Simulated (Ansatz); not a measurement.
# AlGa (singlet): the correlation ladder at distance Al1–Ga2 = 3.254 Å, cc-pVTZ

Aim: climb from Hartree-Fock through coupled cluster and multireference methods for AlGa (singlet) at one geometry and basis, and see what each rung misses.

The runs use Ansatz 0.2.0, Gaussian basis; cc-pVTZ, core rule «outside noble gas», up to 19 orbitals frozen.

Plan: UHF; CCSD(T) on RHF; CCSD(T) on UHF; BCCD(T) on RHF; CISD; CCSDT(Q) on RHF; CCSDT(Q) on UHF; CCSDTQ on RHF; CASSCF and MRCISD+Q, 2 electrons in 2 orbitals; CASSCF and NEVPT2, 2 electrons in 2 orbitals; CASSCF and MRCISD+Q, 6 electrons in 8 orbitals; CASSCF and NEVPT2, 6 electrons in 8 orbitals; Full CI.

## Step 1: The geometry

The geometry derives from a PBE0/def2-TZVP stationary point (not a proven minimum). One bond is set to the value named and the two fragments are kept rigid. No spin-orbit coupling is included. The filled d shell of Ga may be among the frozen orbitals whatever the setting's name suggests.

2 atoms, charge 0, spin multiplicity 1.

Atoms are counted from 1 here; the program's logs count them from 0.

No contacts short enough for the rule that draws bonds.

Geometry (Å):

```xyz
2
charge 0, multiplicity 1
Al    0.0000    0.0000    0.0000
Ga    0.0000    0.0000    3.2540
```

## Step 2: UHF

File in.yaml:

```yaml
crystal:
  periodic: [false, false, false]
  atoms:
    - {symbol: Al, position_ang: [0.000000, 0.000000, 0.000000]}
    - {symbol: Ga, position_ang: [0.000000, 0.000000, 3.254000]}
basis:
  gaussian: {orbitals: cc-pVTZ}
magnetization: {spin_polarized: true, initial_magnetization: 0}
hamiltonian: {xc: hf}
output: {orbitals: {seedname: orbitals}}
```

Command:

```bash
$ ansatz run in.yaml --threads 1 --pin off --events-out ev --progress --plain --max-ram 3328MiB --backend cpu
```

The runs that follow: CCSD(T) on RHF; CCSD(T) on UHF; BCCD(T) on RHF; CISD; CCSDT(Q) on RHF; CCSDT(Q) on UHF; CCSDTQ on RHF; CASSCF and MRCISD+Q, 2 electrons in 2 orbitals; CASSCF and NEVPT2, 2 electrons in 2 orbitals; CASSCF and MRCISD+Q, 6 electrons in 8 orbitals; CASSCF and NEVPT2, 6 electrons in 8 orbitals; Full CI.

**Question.** What will the summary of the whole plan be? Wanted: FCI from the RHF energy; RMP2 from FCI; RCCSD from FCI; RCCSD(T) from FCI; RCCSDT(Q) from FCI; NEVPT2 valence from FCI; MRCISD+Q valence from FCI; T1 diagnostic; effectively unpaired electrons.

As calculated:

| quantity | value |
| --- | --- |
| FCI from the RHF energy | -3.6517 eV |
| RMP2 from FCI | +1042.3 meV |
| RCCSD from FCI | +189.9 meV |
| RCCSD(T) from FCI | +54.0 meV |
| RCCSDT(Q) from FCI | +5.5 meV |
| NEVPT2 valence from FCI | +612.9 meV |
| MRCISD+Q valence from FCI | +58.8 meV |
| levels within 1 kcal/mol (43 meV) | RCCSDT, RCCSDT(Q), RCCSDTQ |
| T1 diagnostic | 0.018 |
| effectively unpaired electrons | 0.40 |

In words: RCCSD(T) lands +54.0 meV from the yardstick (1.5 % of the correlation energy). The occupations show static correlation (0.40 effectively unpaired electrons where one determinant has 0). Of the multireference levels listed MRCISD+Q valence comes nearest in total energy (+58.8 meV), which doesn't show that its space is the better one. These misses are within one basis, not against nature.
